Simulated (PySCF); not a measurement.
**Eu2O2F2: other functionals and bases at one geometry**

The task here is to estimate one member of a computed series from the others.

The runs use PySCF 2.14.0; several levels, as the steps say, no spin–orbit coupling.

4 further runs of the same task are left out: 2 for a known fault of the program, 2 that didn't finish.

### The starting structure

6 atoms, charge 0, spin multiplicity 1.

Bond lengths: Eu1–Eu2 3.211 Å, Eu1–O3 2.102 Å, Eu1–O4 2.102 Å, Eu1–F5 2.071 Å, Eu2–O3 2.102 Å, Eu2–O4 2.102 Å, Eu2–F6 2.071 Å. Angles: Eu2–Eu1–O3 40.2°, Eu2–Eu1–O4 40.2°, Eu2–Eu1–F5 116.3°, O3–Eu1–O4 80.4°, O3–Eu1–F5 109.8°, O4–Eu1–F5 109.8°, Eu1–Eu2–O3 40.2°, Eu1–Eu2–O4 40.2°, Eu1–Eu2–F6 116.3°, O3–Eu2–O4 80.4°, O3–Eu2–F6 109.8°, O4–Eu2–F6 109.8°, Eu1–O3–Eu2 99.6°, Eu1–O4–Eu2 99.6°.

As a file:

```mol
Eu2F2O2
  3D, bonds by distance, orders not assigned

  6  7  0  0  0  0  0  0  0  0999 V2000
   -0.0000   -0.7315    1.4291 Eu  0  0
    0.0000    0.7315   -1.4291 Eu  0  0
    1.3571   -0.0000    0.0000 O   0  0
   -1.3571   -0.0000    0.0000 O   0  0
    0.0000    0.5029    3.0915 F   0  0
    0.0000   -0.5029   -3.0915 F   0  0
  1  2  8  0
  1  3  8  0
  1  4  8  0
  1  5  8  0
  2  3  8  0
  2  4  8  0
  2  6  8  0
M  END
```

Formal oxidation states: Eu +3. Each metal's 6 4f electrons lie in its core potential, so multiplicities, spins and levels count the valence alone. An earlier session relaxed this geometry at PBE, Eu lcecp-1-SVP with ECP52, O def2-SVP, F def2-SVP (singlet, point group C2h).

At PBE on the finer grid: E = -420.565283 Eh, HOMO -5.96 eV, LUMO -2.32 eV, Mulliken charge on Eu1 +0.93 e, largest force component 0.009 eV/Å. 

Levels to run: TPSS; r2SCAN; HF; TPSSh; PBE, TZVP. Hardware: 2 threads of Arm Neoverse V1, shared host.

Set-up of the first run:

File run.py (the lines that set the calculation):

```python
mol = gto.M(atom='''
Eu     0.00000    -0.73154     1.42908
Eu     0.00000     0.73154    -1.42908
O      1.35714     0.00000     0.00000
O     -1.35714     0.00000     0.00000
F      0.00000     0.50288     3.09148
F      0.00000    -0.50288    -3.09148''',
    basis={'Eu': 'lcecp-1-SVP', 'O': 'def2-SVP', 'F': 'def2-SVP'},
    ecp={'Eu': 'lcecp-1-SVP'},
    charge=0, spin=0)
mf = dft.RKS(mol, xc='TPSS')
mf.grids.atom_grid = (75, 302)  # f atoms: unpruned, at least (60, 302)
mf = mf.density_fit()  # fitting sets: Eu AutoAux, O def2-universal-JKFIT, F def2-universal-JKFIT
mf.conv_tol = 1e-08; mf.max_cycle = 55
mf.kernel(dm0)  # dm0: the density of the relaxed state
```

The run is started by

```sh
$ OMP_NUM_THREADS=2 python run.py
```

Among the steps run: TPSS; r2SCAN; HF; TPSSh; PBE, TZVP.

One table of the session follows, with a row left open; its other results are not shown here.

```
             level  HOMO (eV)  gap (eV)  charge on Eu1 (e)  largest force component (eV/Å)
PBE (relaxed here)      -5.96      3.64               0.93                            0.01
              TPSS          ?         ?                  ?                               ?
            r2SCAN      -6.16      4.33               1.08                            0.15
                HF     -10.78     10.79               1.54                            0.42
             TPSSh      -6.45      4.56               1.08                            0.13
         PBE, TZVP      -5.99      3.68               1.30                            0.21
```

Estimate the missing values for TPSS.

**Answer.** HOMO (eV): -5.90; gap (eV): 3.80; charge on Eu1 (e): 1.02; largest force component (eV/Å): 0.07. In the column «HOMO (eV)» it is the highest.

In one basis the HOMO–LUMO gap runs from 3.64 eV (PBE) to 10.79 eV (HF). The largest leftover force, 0.42 eV/Å with HF, stands at a geometry relaxed at another level. With 4f in the core, its levels are missing from HOMO and gap, and its count is fixed, so no charge can pass from the ligands into it. Total energies of different levels can't be compared.
